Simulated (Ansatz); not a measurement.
KPtO₃, space group Pm-3m: an equation of state with a fit, run with Ansatz 0.2.0 through its Python package.

The script, `run_eos.py`:
```python
"""Bulk modulus of KPtO3 from an E(V) curve."""

import warnings

import ansatz
import numpy as np
from pymatgen.analysis.eos import EOS

vectors0 = np.array([
    [4.046411, 0.0, 0.0],
    [0.0, 4.046411, 0.0],
    [0.0, 0.0, 4.046411],
])
sites = [
    ("K", [0.5, 0.5, 0.5]),
    ("Pt", [0.0, 0.0, 0.0]),
    ("O", [0.0, 0.5, 0.0]),
    ("O", [0.5, 0.0, 0.0]),
    ("O", [0.0, 0.0, 0.5]),
]


def crystal_on(cell):
    crystal = ansatz.Crystal(lattice=ansatz.Lattice.of(cell))
    for symbol, position in sites:
        crystal = crystal.atom(symbol, position)
    return crystal

warnings.simplefilter("ignore", ansatz.DeckWarning)

# uniform scaling of the cell
volumes, energies = [], []
for scale in np.linspace(0.9, 1.1, 9):
    cell = vectors0 * scale ** (1 / 3)
    setup = (
        crystal_on(cell).calculation()
        .functional(ansatz.Functional.PBESOL)
        .basis(550)
        .occupations("cold")
        .pseudopotentials("paw")
        .kpoints(6, 6, 6)
    )
    rep = setup.run(threads=1).report
    volumes.append(abs(np.linalg.det(cell)) / len(sites))
    energies.append(rep["free_energy_ev"] / len(sites))
    print(f"V = {volumes[-1]:8.4f} A^3/atom  F = {energies[-1]:.5f} eV/atom")

for form in ["vinet", "birch_murnaghan", "pourier_tarantola"]:
    fit = EOS(eos_name=form).fit(volumes, energies)
    print(f"{form:18s} V0 {fit.v0:8.4f} A^3/atom  B0 {fit.b0_GPa:7.1f} GPa  B1 {fit.b1:5.2f}")
```

Its results, one of them left out:

| V (Å³/atom) | F less the lowest row shown (meV/atom) |
| --- | --- |
| 11.926 | 8.13 |
| 12.257 | 0.00 |
| 12.588 | 0.59 |
| 12.919 | 7.80 |
| 13.251 | 20.64 |
| 13.582 | 38.69 |
| 13.913 | 61.80 |
| 14.245 | ? |
| 14.576 | 120.93 |

What is the missing energy at 14.245 Å³ an atom?

A third-order Birch-Murnaghan fit, E = E0 + (9 V0 B0 / 16) [(t - 1)³ B' + (t - 1)² (6 - 4t)] with t = (V0/V)^(2/3), through the 8 rows shown gives V0 = 12.415 Å³, B0 = 130.4 GPa, B' = 3.28 and E0 = -0.38 meV. At V = 14.245 Å³, t = 0.91243, and the fit interpolates to 89.51 meV. The run gave 89.49 meV, a miss of 0.02 meV.

The cell holds an odd number of electrons and is run without spin, so a magnetic state may lie lower. The mesh is modest for a metal, so energies can be off by several to tens of meV an atom and pressures by half a GPa or more; differences at equal mesh fare better. Spin-orbit coupling, which matters for elements this heavy, is left out. This cell is a computed structure, which may not be the phase found in nature. By the engine's processor time: 15 s on 1 thread of Intel(R) Xeon(R) Processor @ 2.30GHz (shared host), peak memory 0.65 GiB.
